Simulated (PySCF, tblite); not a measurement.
# GeH3F2−, a complex of two parts as drawn: NMR shifts, interaction energy, infrared bands, spin-spin couplings and core binding energies

The task here is to estimate one member of a computed series from the others.

Programs: tblite 0.8.0 and PySCF 2.14.0. All values are calculated, for the isolated system unless a continuum is named. Atoms count from 0, parts from 1.

## Starting point

6 atoms, charge -1, multiplicity 1; geometry: rigid parts in contact. Parts: 1 = atoms 0–4, `[F][GeH3]`, charge 0; 2 = atom 5, `[F-]`, charge -1.

Set-up of the first run:

Job settings and geometry (Å):

```
{"job": {"kind": "dock", "xc": "GFN2-xTB", "basis": "xTB"}, "charge": -1, "multiplicity": 1, "parts": [{"atoms": "0-4", "charge": 0, "multiplicity": 1}, {"atoms": "5-5", "charge": -1, "multiplicity": 1}]}
Ge    -0.045905     0.119212    -0.054786
F      0.529396    -1.367551     0.628960
H     -1.475813     0.167413     0.372552
H      0.829482     1.152567     0.574298
H      0.162840    -0.071641    -1.521025
F     -1.888988     2.212317     0.426533
```

With the program's defaults for keys left out, this is: GFN2-xTB search for minima from random contacts, gas phase.

The run is started by

```
> OMP_NUM_THREADS=1 python cluster_run.py task.json out
```

One launch serves the whole session: the jobs run in the order shown.

Among the steps run: Search for minima with GFN2-xTB; Optimising the geometry at PBE0-D3(BJ)/def2-TZVPD; NMR shieldings: PBE0/aug-pcSseg-2; Coupled-cluster interaction energy: CCSD(T) and MP2.

One of the session's tables, all rows but one given; the rest of the session is left out.

It belongs to the step «Coupled-cluster interaction energy: CCSD(T) and MP2». 

```
                 method  interaction energy (kcal/mol)
         HF/aug-cc-pVDZ                         -70.45
        MP2/aug-cc-pVDZ                         -66.15
       CCSD/aug-cc-pVDZ                         -66.68
    CCSD(T)/aug-cc-pVDZ                         -66.14
         HF/aug-cc-pVQZ                         -73.54
        MP2/aug-cc-pVQZ                         -70.28
    SCS-MP2/aug-cc-pVQZ                         -69.58
      MP2, extrapolated                              ?
CCSD(T), limit estimate                         -70.51
```

Estimate the missing values for MP2, extrapolated.

**Answer.** interaction energy (kcal/mol): -70.52. In the column «interaction energy (kcal/mol)» it lies between HF/aug-cc-pVQZ (-73.54) and CCSD(T), limit estimate (-70.51).

At this geometry Ge0 and F5 of different parts are bonded (1.91 Å), so this energy is mostly that of cutting a chemical bond between strained fragments, not an intermolecular interaction.

Caveats from the session: The interaction energy leaves out the deformation of the parts, 21.49 kcal/mol at MP2. So large a deformation means that a part is far from its own minimum, so a sum across the two methods would be rough.
